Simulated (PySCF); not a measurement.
**MnCl: from the state search to spectroscopic constants**

One job finds the state of MnCl, follows it along the bond with each method and fits the curves.

Method: Mn x2c-TZVPPall, Cl x2c-TZVPPall, spin-free X2C with a Gaussian nucleus; program: PySCF 2.14.0.

**1. Set-up**

Settings of the job:

| Item | Value |
| --- | --- |
| atoms | Mn, Cl |
| charge | 0 |
| basis | Mn x2c-TZVPPall, Cl x2c-TZVPPall |
| Hamiltonian | spin-free X2C with a Gaussian nucleus |
| basis functions | 106 |
| electrons treated | 42 |
| masses in u | 54.9380, 34.9689 |
| levels | PBE0, PBE, r²SCAN, M06, TPSSh, BHandHLYP, BLYP, ωB97X, HF, MP2, SCS-MP2, CCSD, CCSD(T) |
| grid | 80 radial by 434 angular points |
| occupations | held fixed by the projection of orbital angular momentum |
| dissociation limit | Mn + Cl, each in its ground configuration |
| starting distance in angstrom | 2.090 |
| values of 2S to try | 0, 2, 4, 6, 8 |

Launch:

```console
$ OMP_NUM_THREADS=2 python dia.py task.json out
```

Further steps of the session: First curve: PBE0; Higher solutions at PBE0; PBE (GGA); r²SCAN (meta-GGA); M06; TPSSh; BHandHLYP (global hybrid GGA); BLYP; ωB97X (range-separated hybrid); UHF (mean field); Correlated methods on the Hartree–Fock reference.

Before running it: what results should come out? Wanted: for each run, Re; ωe; De; μ.

As calculated:

Lowest PBE0 solution found, without spin–orbit coupling: ⁷Σ⁺ (septet), unpaired electrons σ ↑↑, π ↑↑, δ ↑↑. State 2 has its PBE0 minimum 0.65 eV higher, as a spin-mixed determinant (⟨S²⟩ = 6.77), so this is no gap between pure states. State 3 has its PBE0 minimum 1.71 eV higher. State 4 has its PBE0 minimum 1.73 eV higher. The other levels ran on the lowest alone.

```csv
level,Re (Å),ωe (cm⁻¹),De (eV),μ (D)
UHF,2.307,370,3.11,-3.72
UHF-MP2,2.241,386,3.65,n/a
UHF-SCS-MP2,2.256,381,3.38,n/a
UHF-CCSD,2.252,383,3.30,n/a
UHF-CCSD(T),2.245,384,3.34,n/a
PBE,2.218,380,3.92,-2.19
BLYP,2.243,366,3.41,-2.29
r²SCAN,2.222,388,4.13,-2.62
TPSSh,2.228,382,3.88,-2.58
PBE0,2.231,384,3.77,-2.82
M06,2.229,390,3.03,-2.97
BHandHLYP,2.259,378,3.19,-3.28
ωB97X,2.228,389,3.18,-2.79
```

De is counted to Mn + Cl in their ground configurations. A positive dipole means Mn(−)Cl(+).

Differences from CCSD(T) in the same basis:

```csv
level,Re (mÅ),ωe (%)
UHF,+61,-3.8
UHF-MP2,-4,+0.5
UHF-SCS-MP2,+11,-0.9
UHF-CCSD,+7,-0.3
PBE,-27,-1.1
BLYP,-3,-4.8
r²SCAN,-24,+1.1
TPSSh,-18,-0.6
PBE0,-14,0.0
M06,-16,+1.6
BHandHLYP,+14,-1.6
ωB97X,-18,+1.4
```

**Reading.** Judged by CCSD(T) in the same basis: best bond length BLYP (-3 mÅ), worst UHF (+61 mÅ); best wavenumber PBE0 (0.0 %), worst BLYP (-4.8 %). Among the levels with a De in the table, it runs from 3.03 eV (M06) to 4.13 eV (r²SCAN).

Correlated steps freeze 10 core orbitals. With d or f electrons several states lie close, and the lowest PBE0 determinant need not be the measured ground state.
